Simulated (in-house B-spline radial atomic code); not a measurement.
# In⁴⁰⁺: excited configurations

How much energy does it take to promote electrons of In⁴⁰⁺ to other shells? Each configuration is solved by itself and compared with the reference.

Program: in-house B-spline radial atomic code version 1. Level of theory: Dirac-Hartree-Fock, average of configuration, Fermi nucleus, basis-set limit. These are calculated values, not measurements, unless marked.

## Step 1: What is computed

- element: indium (Z = 49)
- charge: +40
- electrons: 9
- configuration: [He] 2s2 2p5
- Hamiltonian: Dirac-Coulomb
- nucleus: Fermi, rms radius 4.616 fm

Outer shells as boxes (Hund's rule):

[He] 2s2 2p5
```
[He] core
2s [↑↓]
2p [↑↓][↑↓][↑ ]
```

The boxes draw the filling by Hund's rule, which heavy ions in jj coupling don't follow; these runs average over all states of the configuration.

The run's settings:

```ini
Z = 49
electrons = 9.0
configuration = [He] 2s2 2p5
hamiltonian = dirac
method = hf
spin_polarised = False
nucleus = fermi
rms_radius = 4.6156
mass_number = 115
atomic_mass = 114.903878772
speed_of_light = 137.035999084
```

This reference run was done before. Its total energy is -4287.402681 hartree, and its levels are (the highest eight at most):

| orbital | occupation | energy (eV) | <r> (bohr) |
| --- | --- | --- | --- |
| 1s1/2 | 2 | -30876.9 | 0.02965 |
| 2s1/2 | 2 | -6802.07 | 0.1245 |
| 2p1/2 | 1.66667 | -6564.53 | 0.1051 |
| 2p3/2 | 3.33333 | -6339.82 | 0.1100 |

## Step 2: [He] 2s2 2p4 6g1

Changes to the settings of step 1:

```diff
@@ -2,3 +2,3 @@
 electrons = 9.0
-configuration = [He] 2s2 2p5
+configuration = [He] 2s2 2p4 6g1
 hamiltonian = dirac
```

Main fields of the result record, rounded:

```text
status: converged
iterations: 7
energy [hartree]: {"total": -4075.14810947, "kinetic": 4331.96253339, "nuclear": -8688.99714265, "coulomb": 343.882329467, "exact_exchange": -61.9958296722}
breit [hartree]: {"gaunt": 3.092229, "retardation": -0.2377885, "frequency_dependence": -0.02245909}
qed [hartree]: {"self_energy": 3.026417, "uehling": -0.3923929, "wichmann_kroll": 0.007816625}
recoil [hartree]: 0.0161351
total_with_corrections [hartree]: -4069.65815271
orbitals [hartree, bohr; first row names the columns]:
  - ["name", "occ", "eps", "<r>"]
  - ["1s1/2", 2.0, -1144.1856, 0.029629]
  - ["2s1/2", 2.0, -255.68286, 0.12371]
  - ["2p1/2", 1.3333, -248.13492, 0.10418]
  - ["2p3/2", 2.6667, -239.73566, 0.10893]
  - ["6g7/2", 0.44444, -23.39268, 1.07]
  - ["6g9/2", 0.55556, -23.375173, 1.0711]
sum_r [bohr^k]: {"-1": 177.3292, "1": 1.806669, "2": 1.384185}
energy_minus_base [hartree]: 212.254572
energy_minus_base_with_corrections [hartree]: 211.989947
```

Wall time 0.45 s (1 thread, shared host).

energy_minus_base is the energy less that of the reference run.

## Step 3: Configuration [He] 2s2 2p4 5g1

Changes to the settings of step 2:

```diff
@@ -2,3 +2,3 @@
 electrons = 9.0
-configuration = [He] 2s2 2p4 6g1
+configuration = [He] 2s2 2p4 5g1
 hamiltonian = dirac
```

Main fields:

```text
status: converged
iterations: 7
energy [hartree]: {"total": -4085.4305449, "kinetic": 4342.2642447, "nuclear": -8713.59773773, "coulomb": 347.898810072, "exact_exchange": -61.9958619409}
breit [hartree]: {"gaunt": 3.092229, "retardation": -0.2377885, "frequency_dependence": -0.02245908}
qed [hartree]: {"self_energy": 3.026417, "uehling": -0.3923929, "wichmann_kroll": 0.007816625}
recoil [hartree]: 0.01618419
total_with_corrections [hartree]: -4079.94053865
orbitals [hartree, bohr; first row names the columns]:
  - ["name", "occ", "eps", "<r>"]
  - ["1s1/2", 2.0, -1143.6836, 0.029629]
  - ["2s1/2", 2.0, -255.1808, 0.12371]
  - ["2p1/2", 1.3333, -247.63286, 0.10418]
  - ["2p3/2", 2.6667, -239.2336, 0.10893]
  - ["5g7/2", 0.44444, -33.682181, 0.66853]
  - ["5g9/2", 0.55556, -33.651956, 0.66954]
sum_r [bohr^k]: {"-1": 177.8312, "1": 1.405166, "2": 0.5827977}
energy_minus_base [hartree]: 201.972137
energy_minus_base_with_corrections [hartree]: 201.707561
```

Run time: 0.38 s. Hardware: 1 thread, shared host.

## Step 4: Run with [He] 2s1 2p5 5p1

Changes to the settings of step 3:

```diff
@@ -2,3 +2,3 @@
 electrons = 9.0
-configuration = [He] 2s2 2p4 5g1
+configuration = [He] 2s1 2p5 5p1
 hamiltonian = dirac
```

Main fields:

```text
status: converged
iterations: 7
energy [hartree]: {"total": -4072.49942885, "kinetic": 4316.31405598, "nuclear": -8680.7616063, "coulomb": 352.193664234, "exact_exchange": -60.245542762}
breit [hartree]: {"gaunt": 3.197207, "retardation": -0.2712964, "frequency_dependence": -0.02974057}
qed [hartree]: {"self_energy": 2.861452, "uehling": -0.3712939, "wichmann_kroll": 0.007401651}
recoil [hartree]: 0.0152687
total_with_corrections [hartree]: -4067.09042982
orbitals [hartree, bohr; first row names the columns]:
  - ["name", "occ", "eps", "<r>"]
  - ["1s1/2", 2.0, -1142.3823, 0.029653]
  - ["2s1/2", 1.0, -255.58904, 0.12377]
  - ["2p1/2", 1.6667, -246.63557, 0.10438]
  - ["2p3/2", 3.3333, -238.24222, 0.10917]
  - ["5p1/2", 0.33333, -35.300556, 0.84664]
  - ["5p3/2", 0.66667, -34.846185, 0.85807]
sum_r [bohr^k]: {"-1": 177.1609, "1": 1.575196, "2": 0.9126313}
energy_minus_base [hartree]: 214.903253
energy_minus_base_with_corrections [hartree]: 214.55767
```

It took 0.3 s on 1 thread, shared host.

## Step 5: Run with [He] 2s1 2p5 6p1

Changes to the settings of step 4:

```diff
@@ -2,3 +2,3 @@
 electrons = 9.0
-configuration = [He] 2s1 2p5 5p1
+configuration = [He] 2s1 2p5 6p1
 hamiltonian = dirac
```

Main fields:

```text
status: converged
iterations: 7
energy [hartree]: {"total": -4061.64591716, "kinetic": 4305.13984406, "nuclear": -8654.94997017, "coulomb": 348.35912635, "exact_exchange": -60.1949173959}
breit [hartree]: {"gaunt": 3.190613, "retardation": -0.26999, "frequency_dependence": -0.02963062}
qed [hartree]: {"self_energy": 2.861251, "uehling": -0.3712987, "wichmann_kroll": 0.007401706}
recoil [hartree]: 0.01523498
total_with_corrections [hartree]: -4056.24233581
orbitals [hartree, bohr; first row names the columns]:
  - ["name", "occ", "eps", "<r>"]
  - ["1s1/2", 2.0, -1142.8953, 0.029653]
  - ["2s1/2", 1.0, -256.04272, 0.12376]
  - ["2p1/2", 1.6667, -247.09818, 0.10437]
  - ["2p3/2", 3.3333, -238.70218, 0.10915]
  - ["6p1/2", 0.33333, -24.317534, 1.2399]
  - ["6p3/2", 0.66667, -24.057321, 1.2536]
sum_r [bohr^k]: {"-1": 176.6342, "1": 1.969934, "2": 1.840817}
energy_minus_base [hartree]: 225.756764
energy_minus_base_with_corrections [hartree]: 225.405764
```

Run time: 0.29 s. Hardware: 1 thread, shared host.

## Step 6: Run with [He] 2s1 2p5 5g1

Changes to the settings of step 5:

```diff
@@ -2,3 +2,3 @@
 electrons = 9.0
-configuration = [He] 2s1 2p5 6p1
+configuration = [He] 2s1 2p5 5g1
 hamiltonian = dirac
```

Main fields:

```text
status: converged
iterations: 7
energy [hartree]: {"total": -4071.16717882, "kinetic": 4314.27197332, "nuclear": -8677.91876081, "coulomb": 352.612520522, "exact_exchange": -60.1329118567}
breit [hartree]: {"gaunt": 3.181923, "retardation": -0.2682414, "frequency_dependence": -0.02948612}
qed [hartree]: {"self_energy": 2.860978, "uehling": -0.3713045, "wichmann_kroll": 0.007401762}
recoil [hartree]: 0.01530367
total_with_corrections [hartree]: -4065.77060515
orbitals [hartree, bohr; first row names the columns]:
  - ["name", "occ", "eps", "<r>"]
  - ["1s1/2", 2.0, -1142.408, 0.029652]
  - ["2s1/2", 1.0, -255.47797, 0.12374]
  - ["2p1/2", 1.6667, -246.54529, 0.10435]
  - ["2p3/2", 3.3333, -238.14584, 0.10914]
  - ["5g7/2", 0.44444, -33.682071, 0.66853]
  - ["5g9/2", 0.55556, -33.651855, 0.66955]
sum_r [bohr^k]: {"-1": 177.1029, "1": 1.389856, "2": 0.5790456}
energy_minus_base [hartree]: 216.235503
energy_minus_base_with_corrections [hartree]: 215.877495
```

Run time: 0.41 s. Hardware: 1 thread, shared host.

## Step 7: Energies above the reference

| net move | configuration | energy above the reference (eV) | with Breit, QED, recoil (eV) | largest <r> (bohr) |
| --- | --- | --- | --- | --- |
| 2p → 5g | [He] 2s2 2p4 5g1 | 5495.94 | 5488.74 | 0.670 |
| 2p → 6g | [He] 2s2 2p4 6g1 | 5775.74 | 5768.54 | 1.07 |
| 2s → 5p | [He] 2s1 2p5 5p1 | 5847.82 | 5838.41 | 0.858 |
| 2s → 5g | [He] 2s1 2p5 5g1 | 5884.07 | 5874.33 | 0.670 |
| 2s → 6p | [He] 2s1 2p5 6p1 | 6143.15 | 6133.60 | 1.25 |

Quantum defects of the promoted electron, δ = n − ζ/√(−2ε) with ζ = 41 and ε its orbital energy in hartree:

| promotion | δ |
| --- | --- |
| 2p → 5g | 0.003 |
| 2p → 6g | 0.005 |
| 2s → 5p | 0.099 |
| 2s → 5g | 0.003 |
| 2s → 6p | 0.100 |

**Reading.** The energies run from 5495.94 eV (2p → 5g) to 6143.15 eV (2s → 6p). Of those tabulated, the defect is largest for 6p (0.10) and least for 5g (0.00); at this charge much of the defect is relativistic. Two partly filled shells share a symmetry and can mix in the average, which may lower the energy, for: 2s → 5p; 2s → 6p. These are averages over configurations, without correlation, not spectroscopic levels.
